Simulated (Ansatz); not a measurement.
# TiS (triplet): the correlation ladder, def2-TZVPP

One table from this session's results is given with a row withheld; the runs are named, their logs left out.

The runs use Ansatz 0.2.0, Gaussian basis; def2-TZVPP, core rule «outside noble gas», up to 14 orbitals frozen.

Plan: UHF; ROHF; CCSD(T) on UHF.

2 further runs of the same task are left out: 2 set aside as unsound or not needed.

**What is computed**

The geometry is a PBE0/def2-TZVP stationary point (not a proven minimum) of the parent state, kept for this charge and spin.

2 atoms, charge 0, spin multiplicity 3.

Atoms are counted from 1 here; the program's logs count them from 0.

Bond lengths: Ti1–S2 2.005 Å.

Geometry (Å):

```xyz
2
STi
Ti    0.0000    0.0000    0.0000
S     0.0000    0.0000    2.0051
```

Set-up of the first run:

Contents of in.yaml:

```yaml
crystal:
  periodic: [false, false, false]
  atoms:
    - {symbol: Ti, position_ang: [0.000000, 0.000000, 0.000000]}
    - {symbol: S, position_ang: [0.000000, 0.000000, 2.005145]}
basis:
  gaussian: {orbitals: def2-TZVPP}
magnetization: {spin_polarized: true, initial_magnetization: 2}
hamiltonian: {xc: hf}
output: {orbitals: {seedname: orbitals}}
```

On the command line:

```console
$ ansatz run in.yaml --threads 1 --pin off --events-out ev --progress --plain --max-ram 4096MiB --backend cpu
```

Steps of the session up to this table: UHF; ROHF; CCSD(T) on UHF.

One of the session's tables, all rows but one given; the rest of the session is left out.

```
  method  from UCCSD(T) (meV)
    ROHF                    ?
     UHF              +7861.5
    UMP2              +1310.4
   UCCSD               +603.4
UCCSD(T)                    0
```

Q: Estimate the row for ROHF from the others.

As computed: from UCCSD(T) (meV): +8204.6. In the column «from UCCSD(T) (meV)» it is the highest.
